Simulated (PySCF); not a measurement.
# C2H6LiSe: the cost of one run

The runs use PySCF 2.14.0; levels as typed in each script, gas phase, geometry from GFN2-xTB.

## Step 1: Starting geometry

SMILES `[Li+].C[Se]C`, 10 atoms, charge 1, spin multiplicity 1.

Bond lengths: Li1–Se3 2.471 Å, C2–Se3 1.948 Å, C2–H5 1.090 Å, C2–H6 1.089 Å, C2–H7 1.089 Å, Se3–C4 1.947 Å, C4–H8 1.089 Å, C4–H9 1.090 Å, C4–H10 1.089 Å. Angles: Se3–C2–H5 107.5°, Se3–C2–H6 108.2°, Se3–C2–H7 110.2°, H5–C2–H6 109.6°, H5–C2–H7 110.6°, H6–C2–H7 110.7°, Li1–Se3–C2 112.4°, Li1–Se3–C4 113.1°, C2–Se3–C4 98.1°, Se3–C4–H8 110.2°, Se3–C4–H9 107.5°, Se3–C4–H10 108.2°, H8–C4–H9 110.6°, H8–C4–H10 110.7°, H9–C4–H10 109.6°.

Coordinates:

```xyz
10

Li    0.05658   -2.43151    0.98043
C     1.45723    0.90135    0.27274
Se    0.00302   -0.28716   -0.24608
C    -1.48531    0.85363    0.27728
H     1.37112    1.80665   -0.32898
H     2.39941    0.40287    0.05042
H     1.38829    1.13906    1.33313
H    -1.42084    1.09350    1.33747
H    -1.43046    1.76121   -0.32466
H    -2.41151    0.32484    0.05784
```

## Step 2: Binding of the two fragments (B3LYP/def2-svpd)

File input.py:

```python
import numpy as np
from pyscf import gto, scf, dft
from pyscf.scf import atom_ks, atom_hf
from scipy.linalg import block_diag
from pyscf.dispersion import dftd3

def solve(mol, dm0=None, hcore=None):
    mf = (dft.UKS if mol.spin else dft.RKS)(mol, xc='b3lyp')
    mf.grids.level = 3
    mf = mf.density_fit(auxbasis='def2-universal-jkfit')
    mf.conv_tol, mf.max_cycle = 1e-8, 80
    if hcore is not None:
        mf.get_hcore = lambda *args: hcore
    mf.kernel(dm0)
    if not mf.converged:
        mf = mf.newton().run(mf.mo_coeff, mf.mo_occ, max_cycle=30)
    assert mf.converged, 'SCF not converged'
    return mf

mol = gto.M(atom='''
Li     0.05658    -2.43151     0.98043
C      1.45723     0.90135     0.27274
Se     0.00302    -0.28716    -0.24608
C     -1.48531     0.85363     0.27728
H      1.37112     1.80665    -0.32898
H      2.39941     0.40287     0.05042
H      1.38829     1.13906     1.33313
H     -1.42084     1.09350     1.33747
H     -1.43046     1.76121    -0.32466
H     -2.41151     0.32484     0.05784
''', basis='def2-svpd', charge=1, spin=0, verbose=4)
mol_a = gto.M(atom='''
Li     0.05658    -2.43151     0.98043
ghost-C      1.45723     0.90135     0.27274
ghost-Se     0.00302    -0.28716    -0.24608
ghost-C     -1.48531     0.85363     0.27728
ghost-H      1.37112     1.80665    -0.32898
ghost-H      2.39941     0.40287     0.05042
ghost-H      1.38829     1.13906     1.33313
ghost-H     -1.42084     1.09350     1.33747
ghost-H     -1.43046     1.76121    -0.32466
ghost-H     -2.41151     0.32484     0.05784
''', basis='def2-svpd', charge=1, spin=0, verbose=4)
mol_b = gto.M(atom='''
ghost-Li     0.05658    -2.43151     0.98043
C      1.45723     0.90135     0.27274
Se     0.00302    -0.28716    -0.24608
C     -1.48531     0.85363     0.27728
H      1.37112     1.80665    -0.32898
H      2.39941     0.40287     0.05042
H      1.38829     1.13906     1.33313
H     -1.42084     1.09350     1.33747
H     -1.43046     1.76121    -0.32466
H     -2.41151     0.32484     0.05784
''', basis='def2-svpd', charge=0, spin=0, verbose=4)
ab, a, b = solve(mol), solve(mol_a), solve(mol_b)
e_int = ab.e_tot - a.e_tot - b.e_tot
print('counterpoise-corrected interaction energy / kcal/mol', e_int * 627.5095)
def disp(atoms, charge):
    m = gto.M(atom=atoms, charge=charge, basis='sto-3g', spin=None, unit='Bohr', verbose=0)
    return dftd3.DFTD3Dispersion(m, xc='b3lyp', version='d3bj').get_dispersion()['energy']
e_disp = disp(mol._atom, mol.charge) - disp(mol._atom[:1], mol_a.charge) - disp(mol._atom[1:], mol_b.charge)
print('D3(BJ) part / kcal/mol', e_disp * 627.5095)
# spherically averaged free atoms, for the promolecule
atm = atom_ks.get_atm_nrks(mol, xc='b3lyp')
pro = block_diag(*[(atm[a[0]][2] * atm[a[0]][3]) @ atm[a[0]][2].T for a in mol._atom])
np.savez('result.npz', e_int=e_int, e_disp=e_disp, dm_a=a.make_rdm1(), dm_b=b.make_rdm1(), c=ab.mo_coeff, occ=ab.mo_occ, eps=ab.mo_energy, pro=pro, d=[f.dip_moment(verbose=0) for f in (ab, a, b)])
```

The run is started by

```bash
OMP_NUM_THREADS=1 python input.py
```

What time and memory should one allow on 1 thread of Arm Neoverse V2, shared host?

About 32 s, with a peak of 0.65 GiB.
